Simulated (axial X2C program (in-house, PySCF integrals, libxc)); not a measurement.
# ClTbCl⁺: Ω levels from open-shell CI on f8 s0

Which Ω levels does ClTbCl⁺ have in the configuration f8 s0, and how far apart?

The runs use an in-house X2C program for linear molecules on PySCF integrals; two-component X2C, average-of-configuration Hartree–Fock and CI in the open shells.

All values are calculated.

**1. The job**

The input, task.json:

```json
{"zs": [17, 65, 17], "q": 1, "bas": ["dyall-v3z", "dyall-v3z", "dyall-v3z"], "r0": 2.67, "metal": 1, "shells": [[3, [0, 1, 2, 3], 8], [0, [0], 0]], "fix": 0, "emax": 2.2, "nroots": 4}
```

Keys: zs atomic numbers; q charge; bas basis sets; r0 starting distance in Å; metal index of the metal atom; shells open shells as [l, |m| values, electrons]; fix electron count of the first shell held; emax energy window in eV; nroots roots for each Ω.

Started as:

```sh
$ python soci.py task.json out
```

Two-component X2C with atomic mean-field Coulomb and Gaunt terms, basis Cl dyall-v3z, Tb dyall-v3z (cores contracted in-house). Orbitals come from Hartree–Fock averaged over the configuration Tb f8 s0; CI then distributes these electrons over the f, s shells of Tb.

**2. CI at Cl–Tb–Cl held linear, both bonds 2.457 Å**

**Question.** What will these runs give? Wanted: lowest level of the model; next level; lowest curve, Re and ωe.

**Answer**, as computed:

| quantity | value |
| --- | --- |
| lowest level of the model | Ω = 6, g∥ = 17.95, 100% f8 |
| next level | Ω = 5, 411 cm⁻¹ higher |
| lowest curve, Re and ωe | 2.459 Å, 364.4 cm⁻¹ |

In the lowest level ⟨Sz⟩ = 2.97 and ⟨Lz⟩ = 3.03; its leading determinant has weight 0.22 among 450. The 7 lowest levels are the Ω components of the Hund's-rule level 7F6 of f8 (free-ion gJ = 1.500), split by the axial field over 2347 cm⁻¹. From 2.457 to 2.371 Å the gap from the lowest to the fifth level goes from 1727 to 1734 cm⁻¹. Without dynamic correlation distances can be off by several hundredths of an Å, and the wavenumbers are rough. Dynamic correlation is missing, so gaps between terms are too wide and other configurations may lie lower; the lowest level listed is that of this model, not necessarily the ground state. At most 4 roots were kept for each Ω > 0 (twice that for Ω = 0) within 2.2 eV of the lowest, so higher up levels can be missing between those listed; levels with Ω > 0 are doubly degenerate and listed once, Ω = 0 levels singly. States that fill the shells left empty in the average are placed too high. The molecule was held linear; bending was not examined.
